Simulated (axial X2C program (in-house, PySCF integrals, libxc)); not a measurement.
# All-electron X2C curves of SeC

Aim: find the lowest determinant of SeC, scan the bond at several levels and fit the constants, once spin-free and once with spin–orbit coupling.

Program: an in-house X2C program for linear molecules on PySCF integrals. Level of theory: all-electron X2C, Se dyall-cv3z, C dyall-v3z. These are calculated values, not measurements.

## (1) Input

task.json reads:

```json
{"zs": [34, 6], "q": 0, "bas": ["dyall-cv3z", "dyall-v3z"], "levels": ["PBE0", "HF", "PBE50"], "cc": true, "r0": 1.74, "thr": -2.0, "nmax": 90, "npts": 10, "nst": 2, "ntry": 6}
```

Keys: zs atomic numbers; q charge; bas basis sets; levels methods (HF also brings MP2); cc coupled cluster on or off; r0 starting distance in Å; thr threshold in hartree for freezing inner shells (an s shell follows its p shell); nmax most natural virtual spinors; npts points asked for on the curve; nst determinants followed; ntry starts of the search.

Started as:

```console
$ python so2c.py task.json out
```

Spin-free means the one-electron spin-free X2C Hamiltonian; two-component (2c) means X2C with spin–orbit coupling and atomic mean-field two-electron Coulomb and Gaunt terms. Basis: Se dyall-cv3z contracted to [8s9p6d4f1g], C dyall-v3z contracted to [7s6p2d1f]; Gaussian nuclei, density fitting. Masses: Se 79.917 u, C 12.000 u.

Notation: σ, π±, δ± give the projection m of an orbital's angular momentum (0, ±1, ±2), α and β its spin, Λ and M_S the sums; ω is the projection of a spinor's total angular momentum and Ω the sum. Logs are in hartree.

The runs that follow: PBE0, spin-free; HF, spin-free; PBE50, spin-free; Correlated methods, spin-free; PBE0, 2c; HF, 2c; PBE50, 2c; MP2 and beyond, 2c.

Q: Predict the outcome of this session. Wanted: for each run, Hamiltonian; Re; ωe; De; μ.

As calculated:

Lowest determinant that the search found at its distance, spin-free: M_S = 0, Λ = 0 (closed shell).

Lowest determinant that the search found at its distance, 2c: Ω = 0 (closed shell).

```json
{"Hamiltonian": "spin-free", "level": "PBE0", "Re (Å)": "1.667", "ωe (cm⁻¹)": "1080", "De (eV)": "6.05", "μ (D)": "-2.15"}
{"Hamiltonian": "spin-free", "level": "HF", "Re (Å)": "1.648", "ωe (cm⁻¹)": "1157", "De (eV)": "2.88", "μ (D)": "-1.87"}
{"Hamiltonian": "spin-free", "level": "MP2", "Re (Å)": "1.677", "ωe (cm⁻¹)": "1064", "De (eV)": "6.24", "μ (D)": "n/a"}
{"Hamiltonian": "spin-free", "level": "CCSD", "Re (Å)": "1.672", "ωe (cm⁻¹)": "1079", "De (eV)": "5.56", "μ (D)": "n/a"}
{"Hamiltonian": "spin-free", "level": "CCSD(T)", "Re (Å)": "1.687", "ωe (cm⁻¹)": "1028", "De (eV)": "5.98", "μ (D)": "n/a"}
{"Hamiltonian": "spin-free", "level": "PBE50", "Re (Å)": "1.650", "ωe (cm⁻¹)": "1134", "De (eV)": "5.53", "μ (D)": "-2.12"}
{"Hamiltonian": "2c", "level": "PBE0", "Re (Å)": "1.667", "ωe (cm⁻¹)": "1079", "De (eV)": "5.99", "μ (D)": "-2.16"}
{"Hamiltonian": "2c", "level": "HF", "Re (Å)": "1.649", "ωe (cm⁻¹)": "1154", "De (eV)": "2.81", "μ (D)": "-1.88"}
{"Hamiltonian": "2c", "level": "MP2", "Re (Å)": "1.678", "ωe (cm⁻¹)": "1064", "De (eV)": "6.12", "μ (D)": "n/a"}
{"Hamiltonian": "2c", "level": "CCSD", "Re (Å)": "1.673", "ωe (cm⁻¹)": "1077", "De (eV)": "5.44", "μ (D)": "n/a"}
{"Hamiltonian": "2c", "level": "CCSD(T)", "Re (Å)": "1.687", "ωe (cm⁻¹)": "1027", "De (eV)": "5.85", "μ (D)": "n/a"}
{"Hamiltonian": "2c", "level": "PBE50", "Re (Å)": "1.651", "ωe (cm⁻¹)": "1132", "De (eV)": "5.46", "μ (D)": "-2.13"}
```

Dipoles are positive if C is the positive end.

**Reading.** At CCSD(T), going from spin-free to two-component changes Re by +1 mÅ, ωe by -0.1 %, which is small (part of it comes from the scalar share of the two-electron terms). De moves by -0.12 eV; both De rest on single-determinant atoms, which can miss part of an open shell's spin–orbit lowering.

De refers to Se + C, each in the lowest determinant found, which need not be this curve's own limit. Each curve is one determinant whose occupation by symmetry is held fixed; it was picked as the lowest of a PBE0 search that is not exhaustive. The closed shell is kept restricted; where the fragments are open shells, the energy then runs too high at long range. De is counted from the lowest determinant-based energies of the atoms at the same level, without counterpoise correction. CCSD and (T) use frozen natural virtuals with an MP2 correction for the truncation. T1 at Re is 0.031 (Lee–Taylor), above the customary mark of 0.02.
